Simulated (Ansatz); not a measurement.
# CH5ClFGeN: how energies converge with the basis set

One table from this session's results is given with a row withheld; the runs are named, their logs left out.

Method: one geometry, several basis sets; program: Ansatz 0.2.0, Gaussian basis.

The runs, in order: PBE0-D4/def2-SVP; ωB97M-V/def2-SVP; PBE0-D4/def2-QZVPP; ωB97M-V/def2-QZVPP; the functionals' def2-TZVPP values are taken from earlier runs.

### The geometry

The geometry comes from an earlier relaxation with PBE0-D4 in a triple-zeta def2 set; it is a stationary point, not always the lowest conformer.

SMILES `[CH3][Ge]([NH2])([F])[Cl]`, 10 atoms, charge 0, spin multiplicity 1.

Atoms are counted from 1 here; the program's logs count them from 0.

Bond lengths: C1–Ge2 1.923 Å, C1–H6 1.090 Å, C1–H7 1.090 Å, C1–H8 1.089 Å, Ge2–N3 1.811 Å, Ge2–F4 1.731 Å, Ge2–Cl5 2.159 Å, N3–H9 1.011 Å, N3–H10 1.011 Å. Angles: Ge2–C1–H6 109.9°, Ge2–C1–H7 109.2°, Ge2–C1–H8 109.3°, H6–C1–H7 109.5°, H6–C1–H8 109.0°, H7–C1–H8 109.8°, C1–Ge2–N3 114.6°, C1–Ge2–F4 110.4°, C1–Ge2–Cl5 109.6°, N3–Ge2–F4 103.9°, N3–Ge2–Cl5 113.6°, F4–Ge2–Cl5 104.0°, Ge2–N3–H9 113.7°, Ge2–N3–H10 115.0°, H9–N3–H10 109.1°.

The first run:

The input, in.yaml:

```yaml
crystal:
  periodic: [false, false, false]
  atoms:
    - {symbol: C, position_ang: [-1.451286, -0.454410, -0.008460]}
    - {symbol: Ge, position_ang: [0.292659, 0.244617, -0.416489]}
    - {symbol: N, position_ang: [1.584409, -0.215082, 0.766283]}
    - {symbol: F, position_ang: [0.861343, -0.391432, -1.922633]}
    - {symbol: Cl, position_ang: [0.157311, 2.370601, -0.765299]}
    - {symbol: H, position_ang: [-1.807417, -0.036318, 0.933550]}
    - {symbol: H, position_ang: [-1.393018, -1.539757, 0.073372]}
    - {symbol: H, position_ang: [-2.143800, -0.180095, -0.803375]}
    - {symbol: H, position_ang: [2.521078, -0.005683, 0.447465]}
    - {symbol: H, position_ang: [1.462021, 0.156259, 1.698385]}
basis:
  gaussian: {orbitals: def2-SVP}
hamiltonian: {xc: pbe0, dispersion: d4}
output: {orbitals: {seedname: orbitals}}
```

Among the steps run: PBE0-D4 in def2-SVP; ωB97M-V in def2-SVP; PBE0-D4 in def2-QZVPP; ωB97M-V in def2-QZVPP.

One of the session's tables, all rows but one given; the rest of the session is left out.

It belongs to the step «Density functionals: the series». 

| functional | basis | HOMO (eV) | LUMO (eV) |
| --- | --- | --- | --- |
| PBE0-D4 | def2-SVP | -7.90 | 0.54 |
| PBE0-D4 | def2-TZVPP | -8.11 | 0.10 |
| PBE0-D4 | def2-QZVPP | ? | ? |
| ωB97M-V | def2-SVP | -10.22 | 2.40 |
| ωB97M-V | def2-TZVPP | -10.46 | 1.74 |
| ωB97M-V | def2-QZVPP | -10.51 | 1.19 |

**Question.** Estimate the row for PBE0-D4, def2-QZVPP.

**Answer.** HOMO (eV): -8.16; LUMO (eV): -0.18. In the column «HOMO (eV)» it lies between ωB97M-V, def2-SVP (-10.22) and PBE0-D4, def2-TZVPP (-8.11).
